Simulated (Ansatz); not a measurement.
# BGeH5O: one structure at several levels

The task here is to estimate one member of a computed series from the others.

Computed with Ansatz 0.2.0, Gaussian basis. Level: single points in def2-TZVPP.

Cores are frozen in the correlated methods. Filled d shells of the heavier atoms are correlated.

## The starting structure

SMILES `B[O][GeH3]`, 8 atoms, charge 0, spin multiplicity 1.

Atoms are counted from 1 here; the program's logs count them from 0.

Bond lengths: B1–O2 1.284 Å, B1–H4 1.171 Å, B1–H5 1.203 Å, O2–Ge3 1.773 Å, Ge3–H6 1.524 Å, Ge3–H7 1.494 Å, Ge3–H8 1.480 Å. Angles: O2–B1–H4 116.9°, O2–B1–H5 121.6°, H4–B1–H5 121.5°, B1–O2–Ge3 145.1°, O2–Ge3–H6 112.1°, O2–Ge3–H7 99.0°, O2–Ge3–H8 102.2°, H6–Ge3–H7 113.9°, H6–Ge3–H8 115.9°, H7–Ge3–H8 111.8°.

Coordinates:

```mol
BGeH5O
  3D, bonds by distance, orders not assigned

  8  7  0  0  0  0  0  0  0  0999 V2000
   -0.7368    0.9314   -1.1235 B   0  0
   -0.2037   -0.0980   -0.5723 O   0  0
    0.5688   -0.7246    0.8956 Ge  0  0
   -1.0983    0.8119   -2.2314 H   0  0
   -0.8263    1.9813   -0.5438 H   0  0
    0.7063    0.3449    1.9729 H   0  0
    1.8708   -1.1618    0.3075 H   0  0
   -0.2945   -1.8773    1.2347 H   0  0
  1  2  8  0
  1  4  8  0
  1  5  8  0
  2  3  8  0
  3  6  8  0
  3  7  8  0
  3  8  8  0
M  END
```

Set-up of the first run:

Input file run/in.yaml:

```yaml
crystal:
  periodic: [false, false, false]
  atoms:
    - {symbol: B, position_ang: [-0.736800, 0.931400, -1.123500]}
    - {symbol: O, position_ang: [-0.203700, -0.098000, -0.572300]}
    - {symbol: Ge, position_ang: [0.568800, -0.724600, 0.895600]}
    - {symbol: H, position_ang: [-1.098300, 0.811900, -2.231400]}
    - {symbol: H, position_ang: [-0.826300, 1.981300, -0.543800]}
    - {symbol: H, position_ang: [0.706300, 0.344900, 1.972900]}
    - {symbol: H, position_ang: [1.870800, -1.161800, 0.307500]}
    - {symbol: H, position_ang: [-0.294500, -1.877300, 1.234700]}
basis:
  gaussian: {orbitals: def2-TZVPP}
correlation: {method: ccsd_t}
output: {forces: true}
```

No record of the launch command was kept for these runs.

Steps of the session up to this table: CCSD(T)/def2-TZVPP; PBE0-D4/def2-TZVPP; wB97M-V/def2-TZVPP; r2SCAN-D4/def2-TZVPP; PBE-D4/def2-TZVPP; r2SCANh-D4/def2-TZVPP; CAM-B3LYP-D4/def2-TZVPP.

One table of the session follows, with a row left open; its other results are not shown here.

| method | RMS force component (eV/Å) | angle to CCSD(T) forces (°) | dipole (D) |
| --- | --- | --- | --- |
| CCSD(T) | 0.873 | reference | 2.45 |
| PBE0-D4 | ? | ? | ? |
| wB97M-V | 0.775 | 3.4 | 2.48 |
| r2SCAN-D4 | 0.785 | 4.4 | 2.42 |
| PBE-D4 | 0.835 | 12.6 | 2.43 |
| r2SCANh-D4 | 0.763 | 4.5 | 2.42 |
| CAM-B3LYP-D4 | 0.722 | 4.8 | 2.46 |

**Question.** Estimate the row for PBE0-D4.

The run gave: RMS force component (eV/Å): 0.755; angle to CCSD(T) forces (°): 7.6; dipole (D): 2.43. In the column «RMS force component (eV/Å)» it lies between CAM-B3LYP-D4 (0.722) and r2SCANh-D4 (0.763).
